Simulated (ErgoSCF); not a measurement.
# SnTe (SMILES [Sn][Te]) at 3 levels

Aim: a comparison of 3 runs (HF/STO-3G, HF/3-21G, HSE(Ergo)/STO-3G) of SnTe. 

The results are computed with ErgoSCF 3.8.

1 further run of the same task is left out (set aside as unsound or not needed).

### Step 1. The molecule

The species is SnTe (2 atoms), meant as a singlet with charge 0. As SMILES, `[Sn][Te]`. The shape comes from GFN2-xTB, which is rough for such elements, and wasn't checked as a minimum.

Bond lengths: Sn1–Te2 2.537 Å.

### Step 2. A single-point energy at HF/STO-3G (run 1)

Input file run.inp:

```
# SnTe, HF
set_nthreads(1)
molecule_inline
Sn     0.00000000     0.00000000     0.00000000
Te     0.00000000     0.00000000     4.79380054
EOF
scf.output_mulliken_pop = 1
tmpdir = "."
scf.max_number_of_iterations = 120
scf.use_diagonalization = 1
basis = "STO-3G"
run "HF"
```

The basis set STO-3G is read from a file made from the Basis Set Exchange's data (not shown).

Command:

```
$ ergo run.inp
```

Standard output:

```text
[...]
INSC SCF_general constructor, number of basis functions: 54
[...]
INSC Energy   1 =     -13361.20087496312
[...]
INDE E_LUMO =          0.14069411190
[...]
INSC Energy  15 =     -12510.45493957122  ( diff     -0.000000000040018 )
[...]
RESC CONVERGED after  15 iterations.
RESC FINAL ENERGY:     -12510.45493957122
[...]
INSC SCF: dipole_moment_x [atomic units] =       0.00000000
INSC SCF: dipole_moment_y [atomic units] =       0.00000000
INSC SCF: dipole_moment_z [atomic units] =      -1.69481587
[...]
```

Wall time 12 s (1 thread of Intel Xeon Platinum 8488C (Sapphire Rapids), shared host); peak memory 0.27 GiB.

### Step 3. A single-point energy at HF/3-21G (run 2)

Input file molecule.xyz:

```xyz
2

Sn     0.000000     0.000000     0.000000
Te     0.000000     0.000000     2.536770
```

Input file run.inp:

```
set_nthreads(1)
molecule "molecule.xyz"
basis = "3-21G"
scf.output_mulliken_pop = 1
scf.max_number_of_iterations = 120
tmpdir = "."
scf.use_diagonalization = 1
run "HF"
```

The basis set 3-21G is read from a file made from the Basis Set Exchange's data (not shown).

Command:

```
$ ergo run.inp
```

Standard output:

```text
[...]
INSC SCF_general constructor, number of basis functions: 62
[...]
INSC Energy   1 =     -11932.89377579904
[...]
INDE E_LUMO =         -0.01225187760
[...]
INSC Energy  13 =     -12579.02591423639  ( diff     -0.000000000025466 )
[...]
RESC CONVERGED after  13 iterations.
RESC FINAL ENERGY:     -12579.02591423639
[...]
INSC SCF: dipole_moment_x [atomic units] =      -0.00000000
INSC SCF: dipole_moment_y [atomic units] =       0.00000000
INSC SCF: dipole_moment_z [atomic units] =      -1.42714639
[...]
```

Wall time 12 s (1 thread of Intel Xeon Platinum 8488C (Sapphire Rapids), shared host); peak memory 0.27 GiB.

### Step 4. A single-point energy at HSE(Ergo)/STO-3G (run 3)

Input file input.ego:

```
set_nthreads(1)
molecule_inline Angstrom
Sn 0.000000 0.000000 0.000000
Te 0.000000 0.000000 2.536770
EOF
basis = "STO-3G"
scf.output_mulliken_pop = 1
XC.type = "LMG"
scf.max_number_of_iterations = 80
tmpdir = "."
run "HSE"
```

The basis set STO-3G is read from a file made from the Basis Set Exchange's data (not shown).

Command:

```
$ ergo input.ego
```

Standard output:

```text
[...]
INSC SCF_general constructor, number of basis functions: 54
[...]
INSC Energy   1 =     -13339.13219539796
[...]
INDE PURIFICATION CONVERGED after 27 iterations
[...]
INDE PURIFICATION CONVERGED after 28 iterations
[...]
INDE PURIFICATION CONVERGED after 30 iterations
[...]
INDE PURIFICATION CONVERGED after 30 iterations
[...]
INDE E(LUMO) - E(HOMO) <=          0.14797379366 =          4.02657207278 eV
[...]
INSC Energy  29 =     -12514.97666522335  ( diff     -0.000000000003638 )
[...]
RESC CONVERGED after  29 iterations.
RESC FINAL ENERGY:     -12514.97666522335
[...]
INSC SCF: dipole_moment_x [atomic units] =      -0.00000000
INSC SCF: dipole_moment_y [atomic units] =      -0.00000000
INSC SCF: dipole_moment_z [atomic units] =      -1.23987123
[...]
```

Run time: 26 s. Hardware: 1 thread of Intel Xeon Platinum 8488C (Sapphire Rapids), shared host; peak memory 0.27 GiB.

### Step 5. Overview of the runs

```tsv
run	level	solver	iteration cap	energy (Eh)	dipole moment (D)	wall time
1	HF/STO-3G	diagonalisation	120	-12510.454940	4.31	12 s
2	HF/3-21G	diagonalisation	120	-12579.025914	3.63	12 s
3	HSE(Ergo)/STO-3G	purification	80	-12514.976665	3.15	26 s
```

### Step 6. What came out

| quantity | value |
| --- | --- |
| run 3: total energy | -12514.97667 Eh |
| run 3: dipole moment | 3.15 D |

**Reading.** The dipole moment (its size) runs from 3.15 D (HSE(Ergo)/STO-3G) to 4.31 D (HF/STO-3G). In runs 1, 3 the basis is minimal, so the values are rough. In runs 1, 2, 3 relativity is left out where basis or elements ask for it. All runs together took 50 s, the longest 26 s.
